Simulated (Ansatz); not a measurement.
# CH3PSSe: the cost of one run

Method: RKS BHLYP-D4/def2-SVP, in Ansatz 0.2.0.

### Step 1. The starting structure

Bond lengths: P1–S2 2.109 Å, S2–C3 1.780 Å, C3–Se4 1.605 Å, P1–H5 1.481 Å, P1–H6 1.505 Å, C3–H7 1.142 Å. Angles: P1–S2–C3 90.6°, S2–P1–H5 95.5°, S2–P1–H6 94.8°, H5–P1–H6 92.3°, S2–C3–Se4 105.8°, S2–C3–H7 118.6°, Se4–C3–H7 135.5°.

Structure file:

```xyz
7

P    -0.3066    1.3806   -0.1697
S     0.0433   -0.1750    1.2113
C     0.9775   -1.0738   -0.0089
Se   -0.0782   -2.0292   -0.7504
H    -1.3446    0.6573   -0.9398
H    -1.3356    2.0763    0.6809
H     2.1055   -0.9042   -0.0691
```

### Step 2. End point A

The input, input.yaml:

```yaml
crystal:
  periodic: [false, false, false]
  atoms:
    - { symbol: P, position_ang: [-0.3066, 1.3806, -0.1697] }
    - { symbol: S, position_ang: [0.0433, -0.175, 1.2113] }
    - { symbol: C, position_ang: [0.9775, -1.0738, -0.0089] }
    - { symbol: Se, position_ang: [-0.0782, -2.0292, -0.7504] }
    - { symbol: H, position_ang: [-1.3446, 0.6573, -0.9398] }
    - { symbol: H, position_ang: [-1.3356, 2.0763, 0.6809] }
    - { symbol: H, position_ang: [2.1055, -0.9042, -0.0691] }
basis:
  gaussian: { orbitals: def2-SVP }
hamiltonian:
  xc: { name: BHLYP }
  dispersion: d4
relax:
  f_tol: 0.02
  max_steps: 50
output:
  orbitals: {}
```

The run is started by

```
$ ansatz run input.yaml --threads 2 --pin off --max-ram 3072MiB --backend cpu --events-out ev --progress --plain --runs-dir out
```

What time and memory should one allow on 2 threads of Arm Neoverse V2, shared host?

About 42 s, with a peak of 0.22 GiB.
